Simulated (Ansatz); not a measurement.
Pt, space group Im-3m, a calculation of the elastic constants

Program: Ansatz 0.2.0 through its Python package.

Notebook, run cell by cell (the value of a cell's last expression is shown):

**Cell 1**
```python
import ansatz as az
import numpy as np

DISPERSION = "d3bjatm"
SMEARING = "cold"
SIGMA = 0.1
MESH = (19, 19, 19)

vectors = np.array([
    [-1.58422, 1.58422, 1.58422],
    [1.58422, -1.58422, 1.58422],
    [1.58422, 1.58422, -1.58422],
])
cell = az.Lattice.of(vectors).atom("Pt", [0.0, 0.0, 0.0])
```

**Cell 2**
```python
[site.symbol for site in cell.resolved().sites]
```
Output:
```text
['Pt']
```

**Cell 3**
```python
setup = (
    cell.calculation()
    .functional(az.Functional.PBESOL, dispersion=DISPERSION)
    .occupations(SMEARING, width=SIGMA)
    .kpoints(*MESH)
)
done = setup.elastic("relaxed_ion").run(threads=1, backend="cpu")
elastic = done.elastic
```
Output:
```text
DeckWarning: basis.ecutwfc = 420 eV, auto-derived from the records' recommended cutoffs: set by Pt (normal level)
```

**Cell 4**
```python
print("C_ij (GPa), Voigt order xx yy zz yz xz xy")
for row in elastic.c_gpa:
    print(" ".join(f"{value:8.1f}" for value in row))
print("smallest eigenvalue of C:", round(elastic.stability.min_eigenvalue_gpa, 1), "GPa; tensor positive definite:", elastic.stability.min_eigenvalue_gpa > 0)
# averaged moduli need a positive definite tensor
if elastic.stability.min_eigenvalue_gpa > 0:
    for name, value in elastic.moduli.to_plain().items():
        print(f"{name:14s} {value:9.3f}")
```
Output:
```text
C_ij (GPa), Voigt order xx yy zz yz xz xy
   113.4    255.4    255.4      0.0      0.0      0.0
   255.4    113.4    255.4     -0.0      0.0      0.0
   255.4    255.4    113.4     -0.0      0.0      0.0
     0.0     -0.0     -0.0    124.4      0.0      0.0
     0.0      0.0      0.0     -0.0    124.4      0.0
     0.0     -0.0      0.0     -0.0     -0.0    124.4
smallest eigenvalue of C: -141.9 GPa; tensor positive definite: False
```

Notes:
- Spin is left out of this run.
- The cell isn't relaxed first, so the values belong to this volume.
- Dispersion corrections can be off by several per cent in the lattices of metals, and by several GPa in the pressure at a fixed cell.
- Spin-orbit coupling, which matters for elements this heavy, is left out.
- At these settings the cell as given stands under about -16 GPa, so it isn't at this functional's equilibrium volume.
- This isn't the structure that Pt takes at ambient conditions.
- Warnings are shown shortened and without file and line.
- Shear constants of a metal converge slowly with the k-point mesh and can be wrong in sign on a coarse one; the constants belong to the cell that was strained.
- Wall time of the script: 55 s on 1 thread of Arm Neoverse V2 (shared host), peak memory 0.56 GiB.

(A comment or docstring line of the script was reworded after the run, the code is as it ran.)
